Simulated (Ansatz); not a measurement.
# B2P (R-3m) in Ansatz: further runs

Runs on B2P. Level: PBE. Tasks: relaxation of the atoms.

Everything below comes from runs of Ansatz 0.2.0. Logs are shortened: lines on timing, memory, paths and dates and some standing lists are left out, and cuts for length are marked.

## 1. The cell of the first run

Symmetry: R-3m, No. 166, trigonal system. The conventional cell has a = 2.909 Å, b = 2.909 Å, c = 11.775 Å, α = 90.00°, β = 90.00°, γ = 120.00°. B (site symmetry 3m) has 1 B at 1.66 Å as nearest neighbours. P (site symmetry -3m) has 6 B at 2.02 Å as nearest neighbours.

The cell was built by a generator and needn't be a form met in nature.

## 2. Relaxation of the atoms, PBE (strained by -4 %)

File input.yaml:

```yaml
crystal:
  lattice:
    - [1.4545152, 0.83976, 3.92488]
    - [-1.4545152, 0.83976, 3.92488]
    - [0.0, -1.67952, 3.92488]
  atoms:
    - { symbol: B, position: [0.42934, 0.42934, 0.42934] }
    - { symbol: B, position: [0.57066, 0.57066, 0.57066] }
    - { symbol: P, position: [0.0, 0.0, 0.0] }
hamiltonian:
  xc: pbe
  pseudopotentials: { kind: paw }
kpoints:
  mp_grid: { grid: [10, 10, 10] }
scf:
  occupations: { method: fermi_dirac, width: 0.05 }
output:
  forces: true
  stress: true
  eigenvalues: true
  write_density: true
  write_potential: true
  elf: true
  volumetric_format: npy
relax:
  f_tol: 0.01
  max_steps: 40
```

Potentials or basis: Ansatz PAW.

Launch:

```
ansatz run input.yaml --threads 2 --pin off --max-ram 5632MiB --backend cpu --events-out ev --progress --plain --runs-dir out
```

Output:

```text
Warning: crystal.lattice misses the space group found at crystal.symmetry.tolerance 1.0e-5 in a digit that the deck types, which is why this is a warning: making the lattice exact moves one of its numbers by a whole unit of that number's last typed decimal, or more. The operation that it misses by the most changes a squared length by the fraction 9.78e-6. The run uses the lattice that is a stretch of the typed one, with no rotation, onto the one that keeps every operation to a double's rounding (on a very oblique basis the stretch itself rounds by more); the deck's lattice vector that moved farthest moved by 4.74e-6 Å. To run the lattice as typed, set crystal.symmetry.tolerance under 9.78e-6, the least fraction by which an operation that the lattice misses changes a squared length (the same key also sets how far an atom may lie from its image, so lowering it can lose operations that the atoms keep only within it), or set crystal.symmetry.detect: false (a key that needs symmetry detection or time reversal refuses this as the deck is read). crystal.lattice made exact, in Å and degrees: [[1.4545110930878182, 0.8397623711335487, 3.92488], [-1.4545110930878182, 0.8397623711335487, 3.92488], [0.0, -1.6795247422670971, 3.92488]]. Pasted over the deck's crystal.lattice, beside positions in fractional coordinates, it runs the same cell (given as lengths and angles, that cell in the form's own orientation, a rigid turn of the misfit's size from the one run here, for which a checkpoint.post_process_only pass over this run's state can be refused: where this run relaxes nothing, give such a pass this deck's own crystal.lattice, as typed; behind a relaxation, as crystal.lattice, the state's own cell, identity.cell in its checkpoint.json), and a matrix so pasted ends this notice, except on a very skew basis of the lattice, where the rounding of the pasted numbers themselves can read as a misfit: the cell is then moved again, and that move is told again. The lattice as run is in this notice's lattice.as_run_ang field (Run.prep()["deck_notices"] in Python, the deck_notice line of an events file, deck_notices of ansatz run --dry-run=json, or deck_notices in record.json in the deck's checkpoint.write directory).
Warning: output.stress: scf.convergence.dr2_threshold = 1e-7 eV (the SCF's general default) is looser than the 3e-10 eV advised for a printed stress (1e-10 eV for each atom of the cell: 3). What an SCF threshold leaves in a stress goes as its square root, and in the free energy as the threshold itself, and one threshold admits the most on a small cell: of the crystals measured, under no hybrid functional and no lock of the moments, on runs that ended without the residual-converged pass, on stresses that held no estimate of that error, the worst erred by over 100 MPa in a component at 1e-7 eV an atom and by under 5 at 1e-10. Every solve of this run answers to scf.convergence.dr2_threshold, and the tensor of one is reported: a single SCF on the reported geometry and on this run's grids (its basis.xc_grid and basis.ecutrho_ratio typed), with scf.convergence.dr2_threshold at 3e-10 eV or tighter, prints it and tightens no other solve. Else set scf.convergence.dr2_threshold to 3e-10 eV or tighter. The threshold is an SCF's pass mark: one that does not reach it within its budget of iterations ends unconverged, or closes short of it on a stop that the run arms, and scf.convergence.dr2_threshold's page says what that costs each kind of run
Warning: RAYON_NUM_THREADS=2 ignored (pool sized by the plan → 2); use --threads N
basis.fft_grid_basis auto: the FFT boxes are laid along the combinations [[1, -1, 0], [0, 1, 0], [0, -1, 1]] of the cell's own vectors, 2.909, 4.269 and 2.909 Å long. The dense box has 20×30×20 points. Along the cell's own vectors, as sized, it would have 30×30×30, 2.25 times as many. Of the 12 symmetry operations that the crystal satisfies within crystal.symmetry.tolerance (time reversal apart; of a slab, those that keep its plane) the dense box along the cell's own vectors carries 12, and the one as laid loses 8 of those. basis.fft_grid_basis: typed keeps the cell's own vectors: state it where this run's energies or levels are differenced outside the engine with another run's, or held beside a run that keeps those vectors. Those combinations have planes normal to reciprocal vector 3, as the cell's own vectors have. Each planar average written beside output.write_density, output.write_potential has a row for each plane of the box: 20. The volumetric files lie along those combinations, not along the cell's own vectors: a cube or XSF file states them, and fields.json those of NumPy files.
Engine: ansatz 0.2.0, x86_64-unknown-linux-gnu
Pseudopotentials: kind: paw
Pseudopotential: B, paw, valence charge 3, recommended cutoff 420 eV (normal), B.paw.azcp
Pseudopotential: P, paw, valence charge 5, recommended cutoff 420 eV (normal), P.paw.azcp
Functional definition: PBE
  parameter kappa = 0.804
  parameter beta = 0.06672455060314922
  exchange = pbe_x(kappa = kappa, mu = beta*pi^2/3)
  correlation = pbe_c(beta = beta)
Crystal: 3 atoms, lattice volume = 28.764 Å³
Basis set: ecut = 420 eV, 553 PW (Γ), FFT grids on a1−a2, a2, −a2+a3, exchange–correlation on 40×60×40 points (8 copies of the dense FFT grid, shifted against one another)
Bands: 10, of which v1, the nominal top of the filled ones, is band 6 counted from 1 (5 counted from 0)
Symmetry: 12 space group operations
Space group: R-3m (ITA 166), of the structure as read, at distance tolerance 3.1e-5 Å
k-points: 116 of 1000
Non-local potential: B, projectors of the file, l = 0: 2, l = 1: 2, l = 2: 1
Non-local potential: P, projectors of the file, l = 0: 2, l = 1: 2, l = 2: 2
PAW form: soft (Blöchl's): semilocal exchange-correlation on the pseudo side does not see the compensation charge
PAW one-centre angular grid: B, 110 points (default); XC on 64 Gauss nodes
PAW one-centre angular grid: P, 110 points (default); XC on 64 Gauss nodes
[... 58 lines left out ...]
Entropy (-TS):   -0.008294 eV (-2.765 meV/atom)
Fermi energy:    10.045552 eV
--- Per-component energies (eV) ---
  E_band       = 40.410082
  E_kinetic    = 169.712827
  E_local      = -74.107358  (includes V_loc(G=0)·N_el)
  E_nonlocal   = 58.975449
  E_hartree    = 18.798642
  E_xc         = -127.097176
  E_vxc        = -138.882155  (∫ρ·V_xc dr)
  E_paw        = -726.541035  (= ΣΔE_a)
  E_vpaw       = -12.885963  (= ΣTr[D̂ρ^β])
  E_aug_tail   = -0.000002  (compensation charges beyond the density's cutoff)
  E_ewald      = -385.254671
  E_smearing   = -0.008294  (= −TS)
  E_closure    = 0.000000  (closes the sum)
  Σ components = -1065.521617   (vs F -1065.521617, Δ=0.00e0)
--- Forces (eV/Å), atoms counted from 1 ---
  atom   1  B     -0.00000000     0.00000000    -0.00891718
  atom   2  B      0.00000000     0.00000000     0.00891718
  atom   3  P      0.00000000     0.00000000    -0.00000000
  max |Σ_I F_I| component: 6.94e-18 eV/Å
--- Stress (GPa, compression-positive) ---
       13.134414       0.000000      -0.000000
        0.000000      13.134414      -0.000000
        0.000000      -0.000000      11.637553
  P = ⅓ Tr σ = 12.6355 GPa (126.355 kbar)
--- Band table (eV; the first three rows and the last of 116) ---
  k-point 0: bands = ["-6.3839", "2.7810", "3.0497", "10.7836", "10.7836", "13.6564", "13.6564", "16.7876", "16.7876", "18.1143"]
  k-point 1: bands = ["-6.1703", "2.6109", "3.5682", "9.4067", "10.3456", "12.9529", "13.3464", "16.0044", "17.4330", "19.0896"]
  k-point 2: bands = ["-5.5322", "2.6804", "4.5014", "6.7666", "9.5103", "11.3839", "12.5463", "14.5957", "18.0963", "19.1384"]
  k-point 115: bands = ["-5.7288", "-1.3722", "8.9006", "11.5542", "11.5542", "11.6622", "11.6622", "16.0823", "18.8657", "19.3813"]
--- Relaxed structure (4 steps of the walk, 4 accepted, 0 SCFs on fresh bases) ---
  F+E_penalty+E_count = -1065.52161706 eV   max|allowed force component| = 8.917e-3 eV/Å
  atoms:
    - { symbol: B, position: [0.430732914665185, 0.430732914665185, 0.430732914665185] }
    - { symbol: B, position: [0.5692670853348148, 0.5692670853348148, 0.5692670853348148] }
    - { symbol: P, position: [-4.910903082038479e-20, -4.910903082038479e-20, -4.910903082038481e-20] }
```

rho_z.tsv:

```text
# z_ang	rho[e/angstrom^3]
# format = ansatz-planar-average/11
# lattice	1.454511093	0.839762371	3.924880000
# lattice	-1.454511093	0.839762371	3.924880000
# lattice	0.000000000	-1.679524742	3.924880000
# sites	3
# site	5	0.000000000	0.000000000	5.071725006
# site	5	0.000000000	0.000000000	6.702914994
# site	15	0.000000000	0.000000000	-0.000000000
0.000000	3.108205e-1
0.213457	3.173163e-1
0.426913	3.352608e-1
0.640370	3.598678e-1
0.853826	3.840850e-1
1.067283	4.020114e-1
[... 12 lines left out ...]
3.842219	3.352608e-1
4.055675	3.173163e-1
```

v_z.tsv:

```text
# z_ang	v_es[eV]	v_tot[eV]
# format = ansatz-planar-average/11
# xc	pbe
# density_cutoff_ev	1680
# datasets	B=:simpson_from_first_knot:soft	P=:simpson_from_first_knot:soft
# lattice	1.454511093	0.839762371	3.924880000
# lattice	-1.454511093	0.839762371	3.924880000
# lattice	0.000000000	-1.679524742	3.924880000
# sites	3
# site	5	0.000000000	0.000000000	5.071725006
# site	5	0.000000000	0.000000000	6.702914994
# site	15	0.000000000	0.000000000	-0.000000000
0.000000	8.970383e-1	-1.026595e1
0.213457	1.096064e0	-1.007108e1
0.426913	1.687186e0	-9.498281e0
0.640370	2.496753e0	-8.742082e0
0.853826	3.184161e0	-8.162437e0
1.067283	3.472748e0	-8.020282e0
[... 12 lines left out ...]
3.842219	1.687186e0	-9.498281e0
4.055675	1.096064e0	-1.007108e1
```

Run time: 2.3 s. Hardware: 2 threads of AMD EPYC 9R45 (Zen 5), shared host; peak memory 0.4 GiB.

What came out:

| Quantity | Value |
| --- | --- |
| Free energy | -1065.5216 eV |
| Energy gained by relaxing | 3.8 meV/atom |
| Ionic steps | 4 |
| Pressure after relaxing | 12.6 GPa |
| Largest force after relaxing | 0.009 eV/Å |
| Band gap on the k mesh | none (metal or under the smearing width) |

Forces in eV/Å, atoms in the order of the input:
```
B    0.000  0.000 -0.009
B    0.000  0.000  0.009
P    0.000  0.000  0.000
```

Step by step:
| step | energy change (eV) | largest force (eV/Å) |
| --- | --- | --- |
| 1 | 0.0000 | 0.7026 |
| 2 | -0.0092 | 0.3195 |
| 3 | -0.0115 | 0.0089 |
| 4 | -0.0115 | 0.0089 |

Final structure:
```xyz
3
Lattice="1.4545 0.8398 3.9249 -1.4545 0.8398 3.9249 0.0000 -1.6795 3.9249" Properties=species:S:1:pos:R:3 pbc="T T T"
B     0.0000    0.0000    5.0717
B     0.0000    0.0000    6.7029
P     0.0000    0.0000    0.0000
```

Caveat: the thresholds are loose for stress.

## 3. Relaxation of the atoms, PBE (strained by -2 %)

Edit input.yaml of step 2 so:

```diff
@@ -2,5 +2,5 @@
   lattice:
-    - [1.4545152, 0.83976, 3.92488]
-    - [-1.4545152, 0.83976, 3.92488]
-    - [0.0, -1.67952, 3.92488]
+    - [1.4848176, 0.857255, 3.92488]
+    - [-1.4848176, 0.857255, 3.92488]
+    - [0.0, -1.71451, 3.92488]
   atoms:
@@ -20,6 +20,2 @@
   eigenvalues: true
-  write_density: true
-  write_potential: true
-  elf: true
-  volumetric_format: npy
 relax:
```

Potentials or basis: Ansatz PAW.

Launch:

```
ansatz run input.yaml --threads 2 --pin off --max-ram 5632MiB --backend cpu --events-out ev --progress --plain --runs-dir out
```

Wall time 1.7 s (2 threads of AMD EPYC 9R45 (Zen 5), shared host); peak memory 0.39 GiB.

It converged, with:

```yaml
Free_energy: -1065.5941 eV
Energy_gained_by_relaxing: 1.1 meV/atom
Ionic_steps: 4
Pressure_after_relaxing: 5.7 GPa
Largest_force_after_relaxing: 0.005 eV/Å
Band_gap_on_the_k_mesh: none (metal or under the smearing width)
```

Forces in eV/Å, atoms in the order of the input:
```
B    0.000  0.000 -0.005
B    0.000  0.000  0.005
P    0.000  0.000  0.000
```

Stress tensor (GPa, compression positive):
```
5.95 0.00 0.00
0.00 5.95 0.00
0.00 0.00 5.22
```

Step by step:
| step | energy change (eV) | largest force (eV/Å) |
| --- | --- | --- |
| 1 | 0.0000 | 0.3799 |
| 2 | -0.0028 | 0.1678 |
| 3 | -0.0034 | 0.0051 |
| 4 | -0.0034 | 0.0051 |

Final structure:
```
B P
1.0
     1.48481    0.85726    3.92488
    -1.48481    0.85726    3.92488
     0.00000   -1.71451    3.92488
B P
2 1
Direct
  0.43011 0.43011 0.43011
  0.56989 0.56989 0.56989
  0.00000 0.00000 0.00000
```

Levels at points of the mesh, in eV from the Fermi level:
| k point | band 3 | band 4 | band 5 | band 6 | band 7 | band 8 |
| --- | --- | --- | --- | --- | --- | --- |
| (0.00, 0.00, 0.00) | -6.74 | 0.41 | 0.41 | 3.38 | 3.38 | 6.40 |
| (0.00, 0.00, -0.50) | -5.50 | -2.96 | -2.36 | -2.06 | 0.81 | 1.91 |
| (0.00, -0.50, -0.50) | -6.47 | -5.95 | -3.06 | 0.11 | 3.64 | 4.17 |
| (-0.50, -0.50, -0.50) | -0.92 | 1.25 | 1.25 | 1.27 | 1.27 | 6.16 |

Caveat: the thresholds are loose for stress.

## 4. Relaxation of the atoms, PBE (strained by -1 %)

Edit input.yaml of step 3 so:

```diff
@@ -2,5 +2,5 @@
   lattice:
-    - [1.4848176, 0.857255, 3.92488]
-    - [-1.4848176, 0.857255, 3.92488]
-    - [0.0, -1.71451, 3.92488]
+    - [1.4999688, 0.8660025, 3.92488]
+    - [-1.4999688, 0.8660025, 3.92488]
+    - [0.0, -1.732005, 3.92488]
   atoms:
@@ -20,2 +20,6 @@
   eigenvalues: true
+  write_density: true
+  write_potential: true
+  elf: true
+  volumetric_format: npy
 relax:
```

Launch:

```
ansatz run input.yaml --threads 2 --pin off --max-ram 5632MiB --backend cpu --events-out ev --progress --plain --runs-dir out
```

Wall time 2 s (2 threads of AMD EPYC 9R45 (Zen 5), shared host); peak memory 0.4 GiB.

It converged, with:

| Item | Value |
| --- | --- |
| Free energy | -1065.6104 eV |
| Energy gained by relaxing | 0.4 meV/atom |
| Ionic steps | 4 |
| Pressure after relaxing | 2.6 GPa |
| Band gap on the k mesh | none (metal or under the smearing width) |

The path:
| step | energy change (eV) | largest force (eV/Å) |
| --- | --- | --- |
| 1 | 0.0000 | 0.2324 |
| 2 | -0.0011 | 0.1043 |
| 3 | -0.0013 | 0.0020 |
| 4 | -0.0013 | 0.0020 |

Final structure:
```cif
data_structure
_symmetry_space_group_name_H-M 'P 1'
_symmetry_Int_Tables_number 1
_cell_length_a 4.2901
_cell_length_b 4.2901
_cell_length_c 4.2901
_cell_angle_alpha 40.930
_cell_angle_beta 40.930
_cell_angle_gamma 40.930
_cell_volume 30.59
loop_
_atom_site_label
_atom_site_type_symbol
_atom_site_fract_x
_atom_site_fract_y
_atom_site_fract_z
_atom_site_occupancy
B1 B 0.42983 0.42983 0.42983 1
B2 B 0.57017 0.57017 0.57017 1
P1 P 0.00000 0.00000 0.00000 1
```

Levels at points of the mesh, in eV from the Fermi level:
```
              k point  band 3  band 4  band 5  band 6  band 7  band 8
   (0.00, 0.00, 0.00)   -6.64    0.25    0.25    3.26    3.26    6.22
  (0.00, 0.00, -0.50)   -5.45   -2.90   -2.31   -2.13    0.75    1.78
 (0.00, -0.50, -0.50)   -6.49   -5.86   -3.13    0.12    3.59    4.12
(-0.50, -0.50, -0.50)   -0.82    1.07    1.07    1.15    1.15    6.14
```

Caveat: the thresholds are loose for stress.

## 5. Overview

```csv
cell,gap on the mesh (eV),pressure (GPa),largest force (eV/Å)
atoms relaxed from: strained by -4 %,none,12.6,0.01
atoms relaxed from: strained by -2 %,none,5.7,0.01
atoms relaxed from: strained by -1 %,none,2.6,-
```

Alike in all rows: task relaxation of the atoms; level PBE; potentials or basis Ansatz PAW; no spin polarisation; k mesh 10 × 10 × 10; cutoff (eV) 420; smearing fermi-dirac 0.05 eV.

Caveats: the thresholds are loose for stress.

Total energies depend on the potentials used, so only differences within one code and one set of settings carry meaning.
